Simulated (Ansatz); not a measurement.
# ZnB2H: the cost of one run

Computed with Ansatz 0.2.0 (DFT PBE, scalar-relativistic, plane waves, PAW, unless a step's input says otherwise).

### Step 1. Starting point

The structure is orthorhombic, space group Cmmm (No. 65). Conventional cell: a = 3.644 Å, b = 4.531 Å, c = 4.540 Å, α = 90.00°, β = 90.00°, γ = 90.00°. Zn (site symmetry mmm) has 6 B at 1.60 to 1.94 Å in its first shell of neighbours. Around B (site symmetry m2m) lie 1 B at 1.32 Å and 3 Zn at 1.60 to 1.94 Å. Around H (site symmetry mmm) lie 4 B at 2.36 Å.

Structure file:

```cif
data_structure
_symmetry_space_group_name_H-M 'P 1'
_symmetry_Int_Tables_number 1
_cell_length_a 2.9073
_cell_length_b 2.9073
_cell_length_c 4.5398
_cell_angle_alpha 90.000
_cell_angle_beta 90.000
_cell_angle_gamma 102.388
_cell_volume 37.48
loop_
_atom_site_label
_atom_site_type_symbol
_atom_site_fract_x
_atom_site_fract_y
_atom_site_fract_z
_atom_site_occupancy
Zn1 Zn 0.00000 0.00000 0.00000 1
B1 B 0.35407 0.64593 0.00000 1
B2 B 0.64593 0.35407 0.00000 1
H1 H 0.50000 0.50000 0.50000 1
```

The cell is invented: random cell by space group and Wyckoff sites (Cmmm, No. 65). Lengths come from tabulated atomic sizes and are only a guess.

### Step 2. A first look at the guess

File input.yaml:

```yaml
crystal:
  lattice:
    - [1.82194336, -2.26553915, 0.0]
    - [1.82194336, 2.26553915, 0.0]
    - [0.0, 0.0, 4.53984939]
  atoms:
    - { symbol: Zn, position: [0.0, 0.0, 0.0] }
    - { symbol: B, position: [0.35407087, 0.64592913, 0.0] }
    - { symbol: B, position: [0.64592913, 0.35407087, 0.0] }
    - { symbol: H, position: [0.5, 0.5, 0.5] }
basis:
  ecutwfc: 420
kpoints:
  mp_grid: { grid: [6, 6, 4] }
hamiltonian:
  xc: pbe
scf:
  occupations: { method: gaussian, width: 0.1 }
  lower_state_search: "off"
output:
  forces: true
  stress: true
  eigenvalues: true
```

Launch:

```bash
ansatz run input.yaml --threads 1 --pin off --max-ram 2560MiB --backend cpu --events-out ev --progress --plain --runs-dir out
```

**Question.** How long does this run take on 1 thread of Intel Xeon at 2.50GHz (Skylake/Cascade Lake), shared host, and how much memory does it need?

About 3 s, with a peak of 0.32 GiB.
